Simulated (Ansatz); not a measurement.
# H4O3Sn: the cost of one run

Method: RKS PBE0-D4/def2-mTZVP, in Ansatz 0.2.0.

### Step 1. The structure to begin with

Bond lengths: Sn1–O2 1.960 Å, O2–H3 1.010 Å, Sn1–O4 1.960 Å, O4–H5 1.010 Å, Sn1–O6 1.959 Å, O6–H7 1.010 Å, Sn1–H8 1.739 Å. Angles: Sn1–O2–H3 109.5°, O2–Sn1–O4 109.4°, O2–Sn1–O6 109.5°, O2–Sn1–H8 109.5°, O4–Sn1–O6 109.5°, O4–Sn1–H8 109.5°, O6–Sn1–H8 109.5°, Sn1–O4–H5 109.5°, Sn1–O6–H7 109.5°.

Coordinates:

```xyz
8

Sn    0.0000    0.0000    0.0000
O     0.0000    0.0000    1.9600
H    -0.9095   -0.2814    2.2971
O     1.8483    0.0000   -0.6527
H     2.1646   -0.9521   -0.7693
O    -0.9232    1.5994   -0.6527
H    -1.8810    1.3686   -0.8751
H    -0.8195   -1.4198   -0.5794
```

### Step 2. Relaxing the start

Input file input.yaml:

```yaml
crystal:
  periodic: [false, false, false]
  atoms:
    - { symbol: Sn, position_ang: [0.0, 0.0, 0.0] }
    - { symbol: O, position_ang: [0.0, 0.0, 1.96] }
    - { symbol: H, position_ang: [-0.9095, -0.2814, 2.2971] }
    - { symbol: O, position_ang: [1.8483, 0.0, -0.6527] }
    - { symbol: H, position_ang: [2.1646, -0.9521, -0.7693] }
    - { symbol: O, position_ang: [-0.9232, 1.5994, -0.6527] }
    - { symbol: H, position_ang: [-1.881, 1.3686, -0.8751] }
    - { symbol: H, position_ang: [-0.8195, -1.4198, -0.5794] }
basis:
  gaussian: { orbitals: def2-mTZVP }
hamiltonian:
  xc: pbe0
  dispersion: d4
relax:
  f_tol: 0.02
  max_steps: 40
```

Launch:

```bash
$ ansatz run input.yaml --threads 4 --pin off --max-ram 5120MiB --backend cpu --events-out ev --progress --plain --runs-dir out
```

Q: Estimate wall time and peak memory on 4 threads of Intel Xeon Platinum 8259CL at 2.50GHz (Skylake/Cascade Lake), shared host.

About 47 s, with a peak of 0.28 GiB.
